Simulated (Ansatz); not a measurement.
## MgVCl2O in Ansatz: the effect of strain

The system is MgVCl2O.

```
V Cl Mg O
1.0
     6.65957   -2.09398    0.00000
     6.58111    1.82917    0.00000
    -1.39572    0.02791    4.08633
V Cl Mg O
1 2 1 1
Direct
  0.00143 0.00143 0.97846
  0.63023 0.63023 0.11155
  0.36778 0.36778 0.84648
  0.49092 0.49092 0.46643
  0.99610 0.99610 0.47359
```

The cell comes from a database or a generator and needn't be the stable form of this composition.

Alike in all runs:

| Item | Value |
| --- | --- |
| Program | Ansatz 0.2.0 |
| Task | single point |
| Functional | PBE |
| Potentials or basis | Ansatz PAW |
| Cutoff | 420 eV (not typed: the program's choice for these potentials) |
| k mesh | 6 × 6 × 6 |
| Occupations | fermi-dirac, width 0.05 eV |
| Spin | collinear spin, ferromagnetic start |
| Starting moments | [2.0, 0.0, 0.0, 0.0, 0.0] μB |
| Kind of strain | shear |

Problem. One run gave: largest force 0.30 eV/Å. Which strain did it use?
A. 0
B. -0.04
C. 0.02
D. -0.01
E. -0.02

Solution. A.

| strain | largest force (eV/Å) |
| --- | --- |
| -0.04 | 0.36 |
| -0.02 | 0.32 |
| -0.01 | 0.31 |
| 0 | 0.30 |
| 0.01 | 0.31 |
| 0.02 | 0.32 |
| 0.04 | 0.36 |
